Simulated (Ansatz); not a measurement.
# [ZnCl4]2-: geometry, orbitals and charge

Aim: characterise [ZnCl4]2- as a singlet: its structure, frontier levels and distribution of charge.

The runs use Ansatz 0.2.0, Gaussian basis; RKS PBE0-D4/def2-TZVPD.

Levels to be run: relaxation at r2SCAN-D4/def2-SVPD; a search for the lowest solution at PBE0-D4/def2-SVP; a single point at PBE0-D4/def2-TZVPD.

2 further runs of the same task are left out: 2 set aside as unsound or not needed.

## Step 1: The starting structure

5 atoms, charge -2, spin multiplicity 1.

Atoms are counted from 1 here; the program's logs count them from 0.

Bond lengths: Zn1–Cl2 2.304 Å, Zn1–Cl3 2.305 Å, Zn1–Cl4 2.305 Å, Zn1–Cl5 2.305 Å. Angles: Cl2–Zn1–Cl3 109.4°, Cl2–Zn1–Cl4 109.3°, Cl2–Zn1–Cl5 109.4°, Cl3–Zn1–Cl4 109.6°, Cl3–Zn1–Cl5 109.6°, Cl4–Zn1–Cl5 109.6°.

As a file:

```
Zn   -0.0003   -0.0005   -0.0024
Cl    0.0104   -0.0177    2.3013
Cl    2.1707    0.0114   -0.7778
Cl   -1.0946    1.8871   -0.7444
Cl   -1.0863   -1.8802   -0.7767
```

The ion is computed in the gas phase, without counter-ions or solvent.

The start is a GFN2-xTB (ALPB water) geometry.

## Step 2: Relaxation at r2SCAN-D4/def2-SVPD

The input, in.yaml:

```yaml
crystal:
  periodic: [false, false, false]
  atoms:
    - {symbol: Zn, position_ang: [-0.000260, -0.000540, -0.002370]}
    - {symbol: Cl, position_ang: [0.010380, -0.017730, 2.301260]}
    - {symbol: Cl, position_ang: [2.170730, 0.011350, -0.777820]}
    - {symbol: Cl, position_ang: [-1.094580, 1.887130, -0.744390]}
    - {symbol: Cl, position_ang: [-1.086260, -1.880210, -0.776680]}
basis:
  gaussian: {orbitals: def2-SVPD}
total_charge: -2
hamiltonian: {xc: r2scan, dispersion: d4}
scf: {lower_state_search: "off"}
output: {orbitals: {seedname: orbitals}}
relax: {f_tol: 0.02, max_steps: 100}
```

Started as:

```bash
$ ansatz run in.yaml --threads 2 --pin off --events-out ev --progress --plain --max-ram 4352MiB
```

The runs that follow: Searching for the lowest solution, PBE0-D4/def2-SVP; Single point, PBE0-D4/def2-TZVPD.

**Question.** What will the summary of the whole plan be? Wanted: point group; near neighbours of the metal; HOMO, LUMO at PBE0-D4/def2-TZVPD; charge on the metal.

As calculated:

```
                                          quantity                                 value
                                       point group                                    Td
                      near neighbours of the metal  Cl 2.35, Cl 2.35, Cl 2.35, Cl 2.35 Å
                  HOMO, LUMO at PBE0-D4/def2-TZVPD                         0.06, 6.25 eV
charge on the metal (Mulliken, PBE0-D4/def2-TZVPD)                               +0.59 e
```

The molecule keeps its bonding pattern by the stored test; the atoms moved 0.04 Å (rms). No usable vibrations, so a minimum isn't proven. The HOMO lies nearest to Cl3, Cl4, Cl5 about 33 % each and the LUMO to Cl2 68 %; Cl3, Cl4, Cl5 about 10 % each. Doubts on the single point: highest occupied level lies above zero.
